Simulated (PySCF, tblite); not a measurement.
**C3H12AlNSi: geometry, infrared bands and NMR shifts**

Wanted: the infrared bands and NMR shifts of C3H12AlNSi (`[CH3][Al]([CH3])[NH]C[SiH3]`), by calculation.

The runs use tblite 0.8.0 and PySCF 2.14.0, with density-fitted response routines of our own; the level of theory stands in each step. All values are computed, except where a source is named. Atoms count from 0, in the outputs and in this text.

**1. The molecule as given**

18 atoms, charge 0, multiplicity 1; geometry from: force field or distance geometry start.

Bonds of the start (Å): C0–Al1 1.98, Al1–C2 2.01, Al1–N3 1.91, N3–C4 1.46, C4–Si5 1.87, C0–H6 1.12, C0–H7 1.10, C0–H8 1.11, C2–H9 1.12, C2–H10 1.09, C2–H11 1.12, N3–H12 1.04, C4–H13 1.11, C4–H14 1.11, Si5–H15 1.47, Si5–H16 1.48, Si5–H17 1.46.

**2. Geometry optimisation with GFN2-xTB**

The job: settings as JSON, then the geometry in Å.

```
{"job": {"kind": "relax", "xc": "GFN2-xTB", "basis": "xTB"}, "charge": 0, "multiplicity": 1}
C     -0.772000     2.062000    -0.231300
Al    -0.849100     0.081600    -0.195500
C     -2.545100    -0.886800     0.264800
N      0.296700    -0.878000    -1.390200
C      1.507300    -1.300400    -0.690500
Si     2.337400     0.268100    -0.111900
H     -1.751500     2.476900    -0.575800
H     -0.555300     2.540800     0.732900
H      0.018500     2.373600    -0.947500
H     -3.131900    -0.928800    -0.683800
H     -3.082900    -0.448300     1.105000
H     -2.248200    -1.952200     0.460500
H     -0.196100    -1.666300    -1.853700
H      2.171300    -1.897100    -1.357200
H      1.207700    -1.885500     0.202000
H      3.506300    -0.007100     0.744300
H      2.762700     1.009400    -1.323000
H      1.315600     1.044500     0.574300
```

Run with:

```console
$ OMP_NUM_THREADS=1 python probes_run.py task.json out
```

This one command runs all jobs of the session in turn.

The program printed:

```text
step      E/eV     max force
  0    -495.50484    1.820
  1    -495.66604    1.459
  2    -495.81077    0.991
  3    -495.86767    0.873
  4    -495.93462    0.348
  5    -495.95222    0.393
  6    -495.98119    0.361
  7    -496.00421    0.432
  8    -496.02842    0.380
  9    -496.04807    0.322
 10    -496.06968    0.308
 11    -496.09148    0.335
 12    -496.10875    0.338
 13    -496.11794    0.195
 14    -496.12342    0.165
 15    -496.12981    0.198
 16    -496.13797    0.242
 17    -496.14616    0.248
 18    -496.15277    0.168
 19    -496.15816    0.148
 20    -496.16315    0.180
 21    -496.16767    0.189
 22    -496.17115    0.130
 23    -496.17381    0.136
 24    -496.17633    0.137
 25    -496.17923    0.158
 26    -496.18299    0.160
 27    -496.18792    0.181
 28    -496.19356    0.207
 29    -496.19882    0.199
 30    -496.20322    0.180
 31    -496.20707    0.167
 32    -496.21096    0.174
 33    -496.21501    0.234
 34    -496.21877    0.194
 35    -496.22186    0.098
 36    -496.22436    0.112
 37    -496.22641    0.144
 38    -496.22855    0.173
 39    -496.23158    0.156
 40    -496.23604    0.199
 41    -496.24135    0.226
 42    -496.24542    0.226
 43    -496.24944    0.159
 44    -496.25186    0.145
 45    -496.25386    0.123
 46    -496.25632    0.111
 47    -496.25927    0.121
 48    -496.26134    0.128
 49    -496.26437    0.131
 50    -496.26790    0.129
 51    -496.27179    0.111
 52    -496.27454    0.143
 53    -496.27486    0.146
 54    -496.27754    0.096
 55    -496.27867    0.091
 56    -496.28085    0.103
 57    -496.28246    0.107
 58    -496.28550    0.086
 59    -496.28711    0.075
 60    -496.28793    0.060
 61    -496.28849    0.051
 62    -496.28904    0.061
 63    -496.28992    0.077
 64    -496.29099    0.077
 65    -496.29189    0.066
 66    -496.29248    0.063
 67    -496.29301    0.064
 68    -496.29366    0.063
 69    -496.29447    0.063
 70    -496.29526    0.073
 71    -496.29592    0.076
 72    -496.29656    0.074
 73    -496.29736    0.064
 74    -496.29824    0.067
 75    -496.29895    0.075
 76    -496.29945    0.058
 77    -496.29990    0.058
 78    -496.30039    0.066
 79    -496.30088    0.053
 80    -496.30135    0.081
 81    -496.30175    0.061
 82    -496.30209    0.049
 83    -496.30235    0.042
 84    -496.30252    0.029
 85    -496.30265    0.029
 86    -496.30284    0.051
 87    -496.30318    0.074
 88    -496.30366    0.079
 89    -496.30416    0.059
 90    -496.30453    0.048
 91    -496.30483    0.050
 92    -496.30513    0.055
 93    -496.30549    0.058
 94    -496.30581    0.038
 95    -496.30608    0.041
 96    -496.30636    0.040
 97    -496.30676    0.051
 98    -496.30728    0.062
 99    -496.30771    0.049
100    -496.30792    0.025
101    -496.30801    0.026
102    -496.30811    0.028
103    -496.30830    0.037
104    -496.30857    0.038
105    -496.30875    0.029
106    -496.30887    0.029
107    -496.30899    0.027
108    -496.30923    0.046
109    -496.30970    0.073
110    -496.31057    0.095
111    -496.31177    0.091
112    -496.31297    0.076
113    -496.31407    0.084
114    -496.31519    0.077
115    -496.31644    0.083
116    -496.31712    0.158
117    -496.31862    0.127
118    -496.31977    0.062
119    -496.32098    0.069
120    -496.32276    0.109
121    -496.32491    0.140
122    -496.32788    0.100
123    -496.32976    0.139
124    -496.32958    0.230
125    -496.33075    0.107
126    -496.33192    0.087
127    -496.33235    0.053
128    -496.33280    0.047
129    -496.33323    0.064
130    -496.33346    0.070
131    -496.33382    0.057
132    -496.33441    0.054
133    -496.33472    0.064
134    -496.33502    0.043
135    -496.33527    0.035
136    -496.33545    0.028
137    -496.33557    0.029
138    -496.33563    0.026
139    -496.33572    0.017
140    -496.33578    0.017
141    -496.33583    0.020
142    -496.33589    0.019
143    -496.33594    0.017
144    -496.33597    0.011
145    -496.33601    0.016
146    -496.33604    0.018
147    -496.33608    0.015
148    -496.33611    0.014
149    -496.33614    0.013
150    -496.33617    0.013
151    -496.33620    0.012
152    -496.33622    0.009
```

It took 2 s on 1 thread of Arm Neoverse N1, shared host; peak memory 0.18 GiB.

Step by step: (not every step is listed)

```tsv
step	energy from step 0 (eV)	largest force (eV/Å)
0	0.0000	1.8199
1	-0.1612	1.4592
2	-0.3059	0.9912
3	-0.3628	0.8730
4	-0.4298	0.3481
5	-0.4474	0.3926
6	-0.4764	0.3614
7	-0.4994	0.4320
8	-0.5236	0.3798
21	-0.6628	0.1886
34	-0.7139	0.1943
47	-0.7544	0.1205
60	-0.7831	0.0605
73	-0.7925	0.0642
86	-0.7980	0.0508
99	-0.8029	0.0492
112	-0.8081	0.0764
125	-0.8259	0.1074
138	-0.8308	0.0261
147	-0.8312	0.0148
148	-0.8313	0.0144
149	-0.8313	0.0133
150	-0.8313	0.0127
151	-0.8314	0.0117
152	-0.8314	0.0094
```

Distances of close pairs at the start and the end, largest changes first:

```tsv
bond	before (Å)	after (Å)	change (Å)
Al1–N3	1.913	1.791	-0.123
C4–Si5	1.867	1.900	+0.034
C2–H11	1.123	1.095	-0.029
C0–H6	1.118	1.095	-0.023
C2–H9	1.116	1.095	-0.022
N3–H12	1.039	1.020	-0.019
C0–H8	1.111	1.094	-0.017
Si5–H16	1.482	1.465	-0.017
```

The final coordinates are the input of the step that follows.

**3. Harmonic vibrations with GFN2-xTB**

The job: settings as JSON, then the geometry in Å.

```
{"job": {"kind": "ir", "xc": "GFN2-xTB", "basis": "xTB"}, "charge": 0, "multiplicity": 1}
C     -0.791071     2.004854    -0.084090
Al    -1.053599     0.034947    -0.259634
C     -2.878857    -0.776024    -0.234681
N      0.228116    -1.195319    -0.484873
C      1.679909    -1.292717    -0.562937
Si     2.563834     0.360685    -0.254245
H     -1.737308     2.492201     0.172452
H     -0.064438     2.282289     0.684646
H     -0.442965     2.463903    -1.014537
H     -3.209445    -1.083989    -1.231608
H     -3.632308    -0.077163     0.139713
H     -2.930418    -1.670183     0.394619
H     -0.180077    -2.119225    -0.626857
H      1.979585    -1.676105    -1.549343
H      2.044289    -2.027432     0.170096
H      4.005149     0.107480    -0.377505
H      2.152875     1.345517    -1.258531
H      2.257968     0.832599     1.100898
```

The program printed:

```text
mode    cm-1     km/mol
  1      30.9      0.13
  2      41.1      0.01
  3      86.3      0.10
  4     102.6      0.14
  5     127.0      0.58
  6     138.0      4.48
  7     146.4      2.57
  8     175.0      0.21
  9     212.5      1.51
 10     339.6     11.11
 11     454.7     14.00
 12     486.4      1.89
 13     489.5      9.73
 14     514.3     78.22
 15     522.4     22.45
 16     550.3     96.79
 17     579.7     12.41
 18     608.7    113.72
 19     678.1    240.81
 20     700.4    153.13
 21     744.7     66.34
 22     767.6     90.11
 23     779.7    256.71
 24     785.8    344.20
 25     803.7    146.07
 26    1142.0     76.04
 27    1174.6     38.80
 28    1189.2     15.64
 29    1294.2      0.85
 30    1303.3      2.44
 31    1350.8     14.61
 32    1453.0      1.28
 33    1460.5      0.64
 34    1463.0      1.07
 35    1468.6      0.34
 36    1487.7      4.94
 37    2218.3    430.84
 38    2221.8    224.93
 39    2238.6    267.02
 40    2830.8     95.46
 41    2871.5    105.64
 42    2928.3     19.31
 43    2931.3     31.72
 44    2935.7     45.38
 45    2937.2     50.09
 46    2946.6     38.10
 47    2948.6     44.43
 48    3276.4     25.63
```

Run time: 1.1 s. Hardware: 1 thread of Arm Neoverse N1, shared host; peak memory 0.18 GiB.

Which atoms move in the most intense modes:

```tsv
cm⁻¹	km/mol	atoms
678	240.8	Al1 46 %, C2 22 %, C0 13 %
700	153.1	C4 32 %, Al1 18 %
780	256.7	H16 47 %, H17 43 %
786	344.2	H15 38 %, H16 24 %, H17 18 %, Si5 13 %
804	146.1	H13 23 %, H14 23 %, C4 20 %, H15 16 %
2218	430.8	H15 93 %
2222	224.9	H17 93 %
2239	267.0	H16 96 %
```

**4. Nuclear shieldings: PBE0/pcSseg-1**

The job, as its differences from that of step 3:

```diff
@@ -1,2 +1,2 @@
-{"job": {"kind": "ir", "xc": "GFN2-xTB", "basis": "xTB"}, "charge": 0, "multiplicity": 1}
+{"job": {"kind": "nmr", "xc": "PBE0", "basis": "pcSseg-1"}, "charge": 0, "multiplicity": 1}
 C     -0.791071     2.004854    -0.084090
```

Method: GIAO PBE0/pcSseg-1 NMR shielding, non-relativistic, gas phase.

The program printed:

```text
coarse grid: 15008 points
cycle   1  E = -707.6230591273  dE =  4.574e-02  |g| = 6.118e-01  |ddm| = 3.613e+00
cycle   2  E = -707.5588868939  dE =  6.417e-02  |g| = 8.023e-01  |ddm| = 1.100e+00
cycle   3  E = -707.7138311475  dE = -1.549e-01  |g| = 1.180e-01  |ddm| = 6.710e-01
cycle   4  E = -707.7168573791  dE = -3.026e-03  |g| = 3.022e-02  |ddm| = 1.058e-01
cycle   5  E = -707.7170726462  dE = -2.153e-04  |g| = 3.686e-03  |ddm| = 2.341e-02
cycle   6  E = -707.7170753388  dE = -2.693e-06  |g| = 7.982e-04  |ddm| = 4.205e-03
final grid: 132896 points
cycle   7  E = -707.7482637128  dE = -2.311e-05  |g| = 8.467e-03  |ddm| = 1.968e-02
cycle   8  E = -707.7482524216  dE =  1.129e-05  |g| = 1.089e-02  |ddm| = 1.500e-02
cycle   9  E = -707.7482815520  dE = -2.913e-05  |g| = 1.122e-03  |ddm| = 8.628e-03
cycle  10  E = -707.7482818252  dE = -2.732e-07  |g| = 2.232e-04  |ddm| = 9.216e-04
cycle  11  E = -707.7482818355  dE = -1.034e-08  |g| = 3.831e-05  |ddm| = 1.768e-04
cycle  12  E = -707.7482818358  dE = -2.528e-10  |g| = 1.651e-05  |ddm| = 4.961e-05
converged SCF energy = -707.7482818358

GIAO shielding tensors (ppm)
atom      isotropic    diamagn.    paramagn.     s11        s22        s33       span
  0 C      193.778     253.737     -59.958    187.003    195.992    198.339     11.336
  1 Al     339.137     800.194    -461.058    289.851    340.113    387.445     97.594
  2 C      198.136     252.377     -54.241    193.035    200.116    201.258      8.222
  3 N      194.609     323.439    -128.830    159.177    208.414    216.236     57.060
  4 C      154.250     244.788     -90.537    128.550    145.089    189.112     60.562
  5 Si     418.142     879.481    -461.339    388.847    404.120    461.459     72.612
  6 H       31.836      30.627       1.209     27.008     29.028     39.471     12.463
  7 H       31.787      32.504      -0.718     27.113     30.044     38.203     11.090
  8 H       31.718      31.549       0.169     27.487     29.385     38.282     10.795
  9 H       32.004      30.224       1.780     27.562     29.208     39.242     11.679
 10 H       32.137      30.299       1.838     27.384     29.425     39.601     12.218
 11 H       32.104      31.177       0.927     27.229     29.835     39.248     12.019
 12 H       29.767      33.954      -4.186     20.580     31.647     37.075     16.496
 13 H       28.573      28.250       0.323     22.980     27.518     35.219     12.239
 14 H       28.597      28.836      -0.239     23.017     27.620     35.154     12.137
 15 H       27.858      28.423      -0.564     24.518     25.477     33.580      9.062
 16 H       27.738      30.188      -2.450     24.519     27.292     31.402      6.883
 17 H       27.725      30.224      -2.499     24.889     26.649     31.638      6.749
```

Wall time 47 s (1 thread of Arm Neoverse N1, shared host); peak memory 0.87 GiB.

The references, computed at this level on geometries of the same kind, shield at (ppm): 1H TMS 31.72, 13C TMS 186.9, 29Si TMS 349.2, 15N NH3 267.7, 27Al AlH4- 490.0. Their shielding less the atom's gives the shift. The references are single molecules in the gas phase, so shifts against H2O, NH3, PH3, H3PO4 or CFCl3 are not on the usual liquid scales and can be off by tens of ppm. Shifts against hydride references such as AlH4− lie on their own scale. Atoms listed in one row are averaged.

```tsv
atoms	environment	σ (ppm)	δ (ppm)
C4	sp3 CH2 bonded to N and Si	154.3	32.7
C0, C2	methyl carbon bonded to Al	196.0	-9.0
H15, H16, H17	hydrogen on a silicon bonded to C	27.77	3.94
H13, H14	hydrogen on an sp3 CH2 bonded to N and Si	28.58	3.13
H12	hydrogen on a nitrogen bonded to C, Al	29.77	1.95
H6, H7, H8, H9, H10, H11	hydrogen on a methyl carbon bonded to Al	31.93	-0.21
Al1	aluminium bonded to 2 C, N	339.1	150.8
N3	nitrogen bonded to C, Al, H	194.6	73.1
Si5	silicon bonded to C, 3 H	418.1	-69.0
```

Charges from the same density, by scheme (e):

```tsv
atoms	Mulliken	IAO	Hirshfeld	ESP fit
C0, C2	-0.73	-0.79	-0.28	-0.77
Al1	1.01	1.00	0.55	1.00
N3	-0.76	-0.67	-0.30	-0.88
C4	-0.27	-0.41	-0.11	-0.01
Si5	0.46	0.60	0.31	0.28
```

Mayer bond orders: C0–Al1 0.88, Al1–C2 0.88, Al1–N3 1.03, N3–C4 0.96, C4–Si5 0.93.

**5. What came out**

```
                                                               quantity                        value
                              strongest single infrared mode (GFN2-xTB)        2218 cm⁻¹, 431 km/mol
                                           zero-point energy (GFN2-xTB)                84.3 kcal/mol
13C shifts against TMS (PBE0/pcSseg-1, means over atoms taken as alike)               32.7, -9.0 ppm
 1H shifts against TMS (PBE0/pcSseg-1, means over atoms taken as alike)  3.94, 3.13, 1.95, -0.21 ppm
                              27Al shifts against AlH4- (PBE0/pcSseg-1)                    150.8 ppm
                                 15N shifts against NH3 (PBE0/pcSseg-1)                     73.1 ppm
                                29Si shifts against TMS (PBE0/pcSseg-1)                    -69.0 ppm
```

In words: The optimisation took 152 steps and gained 0.831 eV; among the close pairs (by a distance rule), Al1–N3 changed most, from 1.913 to 1.791 Å. No mode is imaginary among the 48: a minimum at this level. Unscaled tight-binding wavenumbers are off by several per cent, some by more. Its intensities can rank the bands wrongly. The most deshielded carbon is C4 (sp3 CH2 bonded to N and Si), at 32.7 ppm: pulled downfield by the heteroatom. At PBE0/pcSseg-1: Shielding is most anisotropic at Al1 (span 98 ppm, paramagnetic term -461 ppm).
